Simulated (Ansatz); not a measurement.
# BH6NOSSi: the cost of one run

Program: Ansatz 0.2.0, Gaussian basis. Level of theory: the settings change from run to run. These are calculated values, not measurements.

**1. The molecule**

An earlier PBE0-D4 in a triple-zeta def2 set relaxation fixed the geometry.

SMILES `NB(S)O[SiH3]`, 11 atoms, charge 0, spin multiplicity 1.

Atoms are counted from 1 here; the program's logs count them from 0.

Bond lengths: N1–B2 1.401 Å, N1–H6 1.005 Å, N1–H7 1.002 Å, B2–S3 1.840 Å, B2–O4 1.366 Å, S3–H8 1.341 Å, O4–Si5 1.642 Å, Si5–H9 1.484 Å, Si5–H10 1.485 Å, Si5–H11 1.483 Å. Angles: B2–N1–H6 120.7°, B2–N1–H7 124.5°, H6–N1–H7 114.7°, N1–B2–S3 122.6°, N1–B2–O4 118.8°, S3–B2–O4 118.6°, B2–S3–H8 96.7°, B2–O4–Si5 138.1°, O4–Si5–H9 109.0°, O4–Si5–H10 111.0°, O4–Si5–H11 108.0°, H9–Si5–H10 109.6°, H9–Si5–H11 109.5°, H10–Si5–H11 109.8°.

**2. r2SCANh/def2-TZVPP**

This run has unrestricted orbitals, atoms shaken by 0.15 Å, finite nuclei, the search for lower states set to light.

File in.yaml:

```yaml
crystal:
  periodic: [false, false, false]
  atoms:
    - {symbol: N, position_ang: [0.833139, 1.619760, 0.653392]}
    - {symbol: B, position_ang: [0.470925, 0.391787, 0.028294]}
    - {symbol: S, position_ang: [1.780148, -0.670819, -0.195807]}
    - {symbol: O, position_ang: [-0.363072, 0.089990, -0.034901]}
    - {symbol: Si, position_ang: [-1.732370, -1.089147, -0.846996]}
    - {symbol: H, position_ang: [-0.090936, 2.324692, 0.688753]}
    - {symbol: H, position_ang: [1.684745, 2.316098, 1.267125]}
    - {symbol: H, position_ang: [2.908716, -0.045432, 0.303455]}
    - {symbol: H, position_ang: [-2.498903, -1.858200, 0.496696]}
    - {symbol: H, position_ang: [-0.467691, -2.245900, -0.670345]}
    - {symbol: H, position_ang: [-2.535087, -1.262543, -1.719177]}
basis:
  gaussian: {orbitals: def2-TZVPP, nuclear_model: gaussian}
magnetization: {spin_polarized: true, initial_magnetization: 0}
hamiltonian: {xc: {name: r2SCANh}}
scf: {lower_state_search: light}
output: {forces: true}
```

Launch:

```sh
$ ansatz run in.yaml --threads 2 --pin off --events-out ev --progress --plain --max-ram 31744MiB --backend cpu
```

**Question.** How long does this run take on 2 threads of AMD EPYC 7R13, shared host, and how much memory does it need?

About 20 s, with a peak of 1 GiB.
